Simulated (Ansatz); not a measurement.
# LaTiO3 (perovskite): one cell, many starting occupations (series 2), part 2 of 2

Task: map the metastable states of LaTiO3 (perovskite) by varying the start. Cell and atoms stay fixed. This structure was made by substitution into a known type, so it needn't be the compound's stable form.

Ansatz 0.2.0; DFT r²SCAN+U (U_eff = 2 eV on Ti d), plane waves, PAW, no spin–orbit coupling unless a run says so. Earlier steps stand in the parts before.

### Step 4. Random orbitals: single harmonics, first filling

input.yaml reads:

```yaml
crystal:
  lattice:
    - [3.9200046, 0.0, 0.0]
    - [0.0, 3.9200046, 0.0]
    - [0.0, 0.0, 3.9200046]
  atoms:
    - { symbol: La, position: [0.0, 0.0, 0.0] }
    - { symbol: Ti, position: [0.5, 0.5, 0.5], spin: 1.0 }
    - { symbol: O, position: [0.0, 0.5, 0.5] }
    - { symbol: O, position: [0.5, 0.5, 0.0] }
    - { symbol: O, position: [0.5, 0.0, 0.5] }
basis:
  ecutwfc: 500
  ecutrho_ratio: 4
kpoints:
  mp_grid: { grid: [5, 5, 5] }
hamiltonian:
  xc: r2scan
  hubbard:
    sites:
      - { site: 1, l: d, u_eff: 2.0, starting_ns: [{ spin: up, occupation_matrix: s1up }, { spin: down, occupation_matrix: s1down }] }
    occupation_matrices:
      s1up:
        matrix:
          - [0.02, 0.0, 0.0, 0.0, 0.0]
          - [0.0, 0.97, 0.0, 0.0, 0.0]
          - [0.0, 0.0, 0.02, 0.0, 0.0]
          - [0.0, 0.0, 0.0, 0.02, 0.0]
          - [0.0, 0.0, 0.0, 0.0, 0.02]
      s1down:
        matrix:
          - [0.02, 0.0, 0.0, 0.0, 0.0]
          - [0.0, 0.02, 0.0, 0.0, 0.0]
          - [0.0, 0.0, 0.02, 0.0, 0.0]
          - [0.0, 0.0, 0.0, 0.02, 0.0]
          - [0.0, 0.0, 0.0, 0.0, 0.02]
    ns_hold: { iters: 12 }
scf:
  occupations: { method: gaussian, width: 0.05 }
  lower_state_search: "off"
  max_iter: 150
output:
  forces: true
  stress: true
  eigenvalues: true
  populations: true
  hubbard: { sites: [{ site: 1, l: d }] }
magnetization:
  spin_polarized: true
```

The typed matrices put 0.97 on the chosen orbitals and 0.02 on the others, and are held for 12 cycles.

Started as:

```sh
> ansatz run input.yaml --threads 4 --pin off --max-ram 6144MiB --backend cpu --events-out ev --progress --plain --runs-dir out
```

Output, shortened:

```text
Warning: crystal.symmetry: narrowed to the stabiliser of the occupation matrices — unitary ops 48 → 16; lowered by the specified shell (site 1, l: d); largest admitted image defect 8.9e-16, smallest excluded 9.5e-1 — at a splitting's scale: the group the occupation matrices' own texture admits
Warning: RAYON_NUM_THREADS=4 ignored (pool sized by the plan → 4); use --threads N
La: projections on atomic orbitals take those of the free atom [Kr 4d10] 4f0 5s2 5p6 5d1 6s2, of charge +0.00 (hamiltonian.pseudopotentials.projection_atoms); the dataset's partial waves leave at most 1.9e-5 of an orbital's norm unspanned inside its sphere
Ti: projections on atomic orbitals take those of the free atom [Ne] 3s2 3p6 3d2 4s2, of charge +0.00 (hamiltonian.pseudopotentials.projection_atoms); the dataset's partial waves leave at most 4.1e-7 of an orbital's norm unspanned inside its sphere
O: projections on atomic orbitals take those of the free atom [He] 2s2 2p4, of charge +0.00 (hamiltonian.pseudopotentials.projection_atoms); the dataset's partial waves leave at most 1.9e-8 of an orbital's norm unspanned inside its sphere
[...]
Pseudopotentials: kind: paw
[...]
WARN: hamiltonian.hubbard: on 1 of 2 specified blocks the occupation matrix of this SCF's result fails the test of the specified filling. At site 1 ↑ (sites count from 0 in the list of atoms of the cell that this SCF solves) the least filled combination of the orbitals specified full has [...]
        0.000000       4.257567       0.000000
        0.000000       0.000000       4.666962
  P = ⅓ Tr σ = 4.5305 GPa (45.305 kbar)
--- Band table (eV; the first three rows and the last of 36) ---
[... band rows left out ...]
[...]
Occupation matrices written to <dir>
--- Löwdin populations: 5 sites ---
  site symbol       q [e]    m [muB]
     0     La     10.0052     0.1988
     1     Ti     10.7521     0.8508
     2      O      6.7058    -0.0299
     3      O      6.7058    -0.0299
     4      O      6.7061    -0.0314
  spilling = 0.003047 (of n_electrons = 41.000000)
--- Occupation matrices: 1 shell (run DFT+U table (all-electron-ortho-atomic); ε = 2.98e-3) ---
  Ti1 d_3D: site group Oh (m-3m)
  Ti1 d_3D up     Tr n = 1.6304  λ = 0.242 0.243 0.367 0.367 0.410  [2× z2 0.50 (Eg 1.00) Eg(1.00) | 2× yz 0.50 (T2g 1.00) T2g(1.00) | xz 1.00 (T2g 1.00) T2g(1.00)]
  Ti1 d_3D dn     Tr n = 0.7837  λ = 0.105 0.106 0.106 0.233 0.233  [3× xz 0.33 (T2g 1.00) T2g(1.00) | 2× z2 0.50 (Eg 1.00) Eg(1.00)]
  specified occupation → Ti1 d_3D up: matrix, ‖Δ‖_F = 0.8083, Tr Δ = -0.5804, displaced = 0.8497, d_λ = 0.8083; orbital distance = 0.0000
  specified occupation → Ti1 d_3D dn: matrix, ‖Δ‖_F = 0.3360, Tr Δ = -0.6837, displaced = 0.3419, d_λ = 0.3360; orbital distance = 0.0000
  Tr n, λ and their labels are of the run-group-symmetrised matrices; stabiliser: 16 of 96 elements of G0×{1,Θ} (closed), max defect 6.4e-16 at τ = 6.3e-4
```

Wall time 31 s (4 threads of Arm Neoverse V2, shared host); peak memory 0.63 GiB.

End state: no gap, pressure 4.5 GPa, moments in spheres La 0.12; Ti 0.55 μB, largest force component 0.00 eV/Å, 16 symmetry operations imposed. The program reports that the typed filling wasn't kept.

The shells' filling, with natural orbitals sorted by occupation:

```
         shell  channel  electrons  over 0.8  0.2 to 0.8  under 0.2
Ti 3d (atom 2)       up       1.63         0           5          0
Ti 3d (atom 2)     down       0.78         0           2          3
```

### Step 5. Random orbitals: fully mixed, one electron more

input.yaml, as its differences from that of step 4:

```diff
@@ -7,3 +7,3 @@
     - { symbol: La, position: [0.0, 0.0, 0.0] }
-    - { symbol: Ti, position: [0.5, 0.5, 0.5], spin: 1.0 }
+    - { symbol: Ti, position: [0.5, 0.5, 0.5], spin: 2.0 }
     - { symbol: O, position: [0.0, 0.5, 0.5] }
@@ -24,7 +24,7 @@
         matrix:
-          - [0.02, 0.0, 0.0, 0.0, 0.0]
-          - [0.0, 0.97, 0.0, 0.0, 0.0]
-          - [0.0, 0.0, 0.02, 0.0, 0.0]
-          - [0.0, 0.0, 0.0, 0.02, 0.0]
-          - [0.0, 0.0, 0.0, 0.0, 0.02]
+          - [0.18526, 0.09318, -0.23331, 0.25394, 0.04569]
+          - [0.09318, 0.18091, -0.00469, 0.17091, 0.29843]
+          - [-0.23331, -0.00469, 0.49788, -0.32604, 0.25468]
+          - [0.25394, 0.17091, -0.32604, 0.41729, 0.13997]
+          - [0.04569, 0.29843, 0.25468, 0.13997, 0.71866]
       s1down:
@@ -36,3 +36,3 @@
           - [0.0, 0.0, 0.0, 0.0, 0.02]
-    ns_hold: { iters: 12 }
+    ns_hold: until_converged
 scf:
```

The typed matrices are held until the SCF converges, then released.

Started as:

```sh
> ansatz run input.yaml --threads 4 --pin off --max-ram 6144MiB --backend cpu --events-out ev --progress --plain --runs-dir out
```

Output, shortened:

```text
Warning: crystal.symmetry: narrowed to the stabiliser of the occupation matrices — unitary ops 48 → 2; lowered by the specified shell (site 1, l: d); largest admitted image defect 2.2e-16, smallest excluded 2.9e-1 — at a splitting's scale: the group the occupation matrices' own texture admits
Warning: RAYON_NUM_THREADS=4 ignored (pool sized by the plan → 4); use --threads N
La: projections on atomic orbitals take those of the free atom [Kr 4d10] 4f0 5s2 5p6 5d1 6s2, of charge +0.00 (hamiltonian.pseudopotentials.projection_atoms); the dataset's partial waves leave at most 1.9e-5 of an orbital's norm unspanned inside its sphere
Ti: projections on atomic orbitals take those of the free atom [Ne] 3s2 3p6 3d2 4s2, of charge +0.00 (hamiltonian.pseudopotentials.projection_atoms); the dataset's partial waves leave at most 4.1e-7 of an orbital's norm unspanned inside its sphere
O: projections on atomic orbitals take those of the free atom [He] 2s2 2p4, of charge +0.00 (hamiltonian.pseudopotentials.projection_atoms); the dataset's partial waves leave at most 1.9e-8 of an orbital's norm unspanned inside its sphere
[...]
[... 1 set-up line as earlier in the session ...]
[...]
WARN: hamiltonian.hubbard: on 1 of 2 specified blocks the occupation matrix of this SCF's result fails the test of the specified filling. At site 1 ↑ (sites count from 0 in the list of atoms of the cell that this SCF solves) the least filled combination of the orbitals specified full has [...]
       -0.000033       4.666565      -0.000009
        0.000066      -0.000031       4.667205
  P = ⅓ Tr σ = 4.5305 GPa (45.305 kbar)
--- Band table (eV; the first three rows and the last of 126) ---
[... band rows left out ...]
[...]
Occupation matrices written to <dir>
--- Löwdin populations: 5 sites ---
  site symbol       q [e]    m [muB]
     0     La     10.0052     0.1988
     1     Ti     10.7521     0.8508
     2      O      6.7061    -0.0314
     3      O      6.7058    -0.0299
     4      O      6.7059    -0.0299
  spilling = 0.003047 (of n_electrons = 41.000000)
--- Occupation matrices: 1 shell (run DFT+U table (all-electron-ortho-atomic); ε = 3.42e-3) ---
  Ti1 d_3D: site group Oh (m-3m)
  Ti1 d_3D up     Tr n = 1.6304  λ = 0.242 0.243 0.367 0.367 0.410  [2× z2 0.50 (Eg 1.00) Eg(1.00) | 2× xz 0.50 (T2g 1.00) T2g(1.00) | yz 1.00 (T2g 1.00) T2g(1.00)]
  Ti1 d_3D dn     Tr n = 0.7837  λ = 0.105 0.106 0.106 0.233 0.233  [3× xz 0.33 (T2g 1.00) T2g(1.00) | 2× z2 0.50 (Eg 1.00) Eg(1.00)]
  specified occupation → Ti1 d_3D up: matrix, ‖Δ‖_F = 1.0381, Tr Δ = +0.3696, displaced = 1.0793, d_λ = 0.9467; orbital distance = 1.2606
  specified occupation → Ti1 d_3D dn: matrix, ‖Δ‖_F = 0.3360, Tr Δ = -0.6837, displaced = 0.3419, d_λ = 0.3360; orbital distance = 0.0000
  Tr n, λ and their labels are of the run-group-symmetrised matrices; stabiliser: 16 of 96 elements of G0×{1,Θ} (closed), max defect 9.5e-5 at τ = 7.3e-4
```

Wall time 62 s (4 threads of Arm Neoverse V2, shared host); peak memory 0.77 GiB.

End state: no gap, pressure 4.5 GPa, moments in spheres La 0.12; Ti 0.55 μB, largest force component 0.00 eV/Å, 2 symmetry operations imposed. The program reports that the typed filling wasn't kept.

The shells' filling, with natural orbitals sorted by occupation:

```
         shell  channel  electrons  over 0.8  0.2 to 0.8  under 0.2
Ti 3d (atom 2)       up       1.63         0           5          0
Ti 3d (atom 2)     down       0.78         0           2          3
```

### Step 6. Random orbitals: drawn by pairs, first filling

input.yaml, as its differences from that of step 5:

```diff
@@ -7,3 +7,3 @@
     - { symbol: La, position: [0.0, 0.0, 0.0] }
-    - { symbol: Ti, position: [0.5, 0.5, 0.5], spin: 2.0 }
+    - { symbol: Ti, position: [0.5, 0.5, 0.5], spin: 1.0 }
     - { symbol: O, position: [0.0, 0.5, 0.5] }
@@ -24,7 +24,7 @@
         matrix:
-          - [0.18526, 0.09318, -0.23331, 0.25394, 0.04569]
-          - [0.09318, 0.18091, -0.00469, 0.17091, 0.29843]
-          - [-0.23331, -0.00469, 0.49788, -0.32604, 0.25468]
-          - [0.25394, 0.17091, -0.32604, 0.41729, 0.13997]
-          - [0.04569, 0.29843, 0.25468, 0.13997, 0.71866]
+          - [0.02, 0.0, 0.0, 0.0, 0.0]
+          - [0.0, 0.02, 0.0, 0.0, 0.0]
+          - [0.0, 0.0, 0.02, 0.0, 0.0]
+          - [0.0, 0.0, 0.0, 0.73413, -0.41042]
+          - [0.0, 0.0, 0.0, -0.41042, 0.25587]
       s1down:
@@ -36,3 +36,3 @@
           - [0.0, 0.0, 0.0, 0.0, 0.02]
-    ns_hold: until_converged
+    ns_hold: { iters: 5 }
 scf:
```

The typed matrices are held for 5 cycles.

Started as:

```sh
> ansatz run input.yaml --threads 4 --pin off --max-ram 6144MiB --backend cpu --events-out ev --progress --plain --runs-dir out
```

Output, shortened:

```text
Warning: crystal.symmetry: narrowed to the stabiliser of the occupation matrices — unitary ops 48 → 8; lowered by the specified shell (site 1, l: d); largest admitted image defect 6.7e-16, smallest excluded 5.4e-1 — at a splitting's scale: the group the occupation matrices' own texture admits
Warning: RAYON_NUM_THREADS=4 ignored (pool sized by the plan → 4); use --threads N
La: projections on atomic orbitals take those of the free atom [Kr 4d10] 4f0 5s2 5p6 5d1 6s2, of charge +0.00 (hamiltonian.pseudopotentials.projection_atoms); the dataset's partial waves leave at most 1.9e-5 of an orbital's norm unspanned inside its sphere
Ti: projections on atomic orbitals take those of the free atom [Ne] 3s2 3p6 3d2 4s2, of charge +0.00 (hamiltonian.pseudopotentials.projection_atoms); the dataset's partial waves leave at most 4.1e-7 of an orbital's norm unspanned inside its sphere
O: projections on atomic orbitals take those of the free atom [He] 2s2 2p4, of charge +0.00 (hamiltonian.pseudopotentials.projection_atoms); the dataset's partial waves leave at most 1.9e-8 of an orbital's norm unspanned inside its sphere
[...]
[... 1 set-up line as earlier in the session ...]
[...]
WARN: hamiltonian.hubbard: on 1 of 2 specified blocks the occupation matrix of this SCF's result fails the test of the specified filling. At site 1 ↑ (sites count from 0 in the list of atoms of the cell that this SCF solves) the least filled combination of the orbitals specified full has [...]
       -0.000061       4.667483       0.000000
        0.000000       0.000000       4.256783
  P = ⅓ Tr σ = 4.5306 GPa (45.306 kbar)
--- Band table (eV; the first three rows and the last of 42) ---
[... band rows left out ...]
[...]
Occupation matrices written to <dir>
--- Löwdin populations: 5 sites ---
  site symbol       q [e]    m [muB]
     0     La     10.0052     0.1988
     1     Ti     10.7521     0.8508
     2      O      6.7058    -0.0299
     3      O      6.7061    -0.0314
     4      O      6.7058    -0.0299
  spilling = 0.003047 (of n_electrons = 41.000000)
--- Occupation matrices: 1 shell (run DFT+U table (all-electron-ortho-atomic); ε = 1.77e-2) ---
  Ti1 d_3D: site group Oh (m-3m)
  Ti1 d_3D up     Tr n = 1.6304  λ = 0.242 0.243 0.367 0.367 0.411  [2× z2 0.50 (Eg 1.00) Eg(1.00) | 2× xz 0.50 (T2g 1.00) T2g(1.00) | xy 1.00 (T2g 1.00) T2g(1.00)]
  Ti1 d_3D dn     Tr n = 0.7837  λ = 0.105 0.106 0.106 0.233 0.233  [3× xz 0.33 (T2g 1.00) T2g(1.00) | 2× z2 0.50 (Eg 1.00) Eg(1.00)]
  specified occupation → Ti1 d_3D up: matrix, ‖Δ‖_F = 0.9454, Tr Δ = -0.5804, displaced = 0.9813, d_λ = 0.8082; orbital distance = 1.2262
  specified occupation → Ti1 d_3D dn: matrix, ‖Δ‖_F = 0.3360, Tr Δ = -0.6837, displaced = 0.3419, d_λ = 0.3360; orbital distance = 0.0000
  Tr n, λ and their labels are of the run-group-symmetrised matrices; stabiliser: 16 of 96 elements of G0×{1,Θ} (closed), max defect 1.8e-5 at τ = 3.8e-3
```

It took 8 s on 4 threads of Arm Neoverse V2, shared host; peak memory 0.61 GiB.

It ends with no gap, pressure 4.5 GPa, moments in spheres La 0.12; Ti 0.55 μB, largest force component 0.00 eV/Å, 8 symmetry operations imposed. The program reports that the typed filling wasn't kept.

How the shells are filled (orbitals counted by the eigenvalues of the occupation matrices):

```csv
shell,channel,electrons,over 0.8,0.2 to 0.8,under 0.2
Ti 3d (atom 2),up,1.63,0,5,0
Ti 3d (atom 2),down,0.78,0,2,3
```

### Step 7. All runs side by side

The summary covers parts 1 to 2.

Energies count from the lowest free state and have the smearing extrapolated to zero.

| start | energy (meV/atom) | gap (eV) | pressure (GPa) | largest moment (μB) | SCF cycles | time |
| --- | --- | --- | --- | --- | --- | --- |
| random orbitals: drawn by pairs, first filling | 0.0 | metal | 4.5 | 0.55 | 22 | 8 s |
| random orbitals: single harmonics, second filling | 0.0 | metal | 4.5 | 0.55 | 30 | 9.3 s |
| random orbitals: fully mixed, first filling (earlier series) | 0.0 | metal | 4.5 | 0.55 | 30 | 27 s |
| random orbitals: single harmonics, first filling | 0.0 | metal | 4.5 | 0.55 | 51 | 31 s |
| random orbitals: fully mixed, one electron more | 0.0 | metal | 4.5 | 0.55 | 63 | 62 s |
| random orbitals: fully mixed, first filling | 0.1 | metal | 4.5 | 0.55 | 47 | 43 s |

The 6 free runs end within about 1 meV/atom of each other. The lowest state found need not be the ground state, and the geometry wasn't relaxed for any of them. Spin–orbit coupling is left out.
